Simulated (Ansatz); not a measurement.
# LaGaO3: the cost of one run

Computed, not measured: Ansatz 0.2.0, DFT, r2SCAN, no spin polarisation, plane waves, PAW.

### Step 1. The system as given

Symmetry: R-3c, No. 167, trigonal system. Conventional cell: a = 5.607 Å, b = 5.607 Å, c = 13.587 Å, α = 90.00°, β = 90.00°, γ = 120.00°. Ga (site symmetry -3) has 6 O at 2.00 Å as nearest neighbours. Around O (site symmetry 2) lie 2 Ga at 2.00 Å and 3 La at 2.50 to 2.80 Å. La (site symmetry 32) has 9 O at 2.50 to 2.80 Å as nearest neighbours.

The coordinates stand in the input below.

The first density is read from a saved solution for the starting cell.

### Step 2. The walk to rest

input.yaml reads:

```yaml
crystal:
  lattice:
    - [2.803275, 1.618474, 4.529017]
    - [-2.803275, 1.618474, 4.529017]
    - [0.0, -3.236938, 4.529017]
  atoms:
    - { symbol: Ga, position: [0.0, 0.0, 0.0] }
    - { symbol: Ga, position: [0.5, 0.5, 0.5] }
    - { symbol: O, position: [0.8048, 0.6952, 0.25] }
    - { symbol: O, position: [0.25, 0.8048, 0.6952] }
    - { symbol: O, position: [0.6952, 0.25, 0.8048] }
    - { symbol: O, position: [0.1952, 0.3048, 0.75] }
    - { symbol: O, position: [0.75, 0.1952, 0.3048] }
    - { symbol: O, position: [0.3048, 0.75, 0.1952] }
    - { symbol: La, position: [0.25, 0.25, 0.25] }
    - { symbol: La, position: [0.75, 0.75, 0.75] }
  symmetry: { tolerance: 0.0003 }
kpoints:
  mp_grid: { grid: [5, 5, 5], shift: [0, 0, 0] }
magnetization:
  spin_polarized: false
scf:
  occupations: { method: fermi_dirac }
  lower_state_search: "off"
hamiltonian:
  pseudopotentials: { kind: paw }
  xc: r2scan
basis:
  ecutwfc: 500
  fft_grid_basis: typed
relax:
  max_steps: 40
  cell: { p_target: 0.0 }
output:
  forces: true
  stress: true
  eigenvalues: true
  bader: true
  populations: true
  elf: true
  write_potential: true
  volumetric_format: npy
  dos:
    e_range: [-12, 8]
    de: 0.05
    projected: { site_lists: { Ga: [Ga], La: [La], O: [O] } }
checkpoint:
  read: saved_state
```

Command:

```bash
> ansatz run input.yaml --threads 2 --pin off --max-ram 2560MiB --backend cpu --events-out ev --progress --plain --runs-dir out
```

What time and memory should one allow on 2 threads of an Arm CPU, shared host?

About 1.8 min, with a peak of 0.92 GiB.
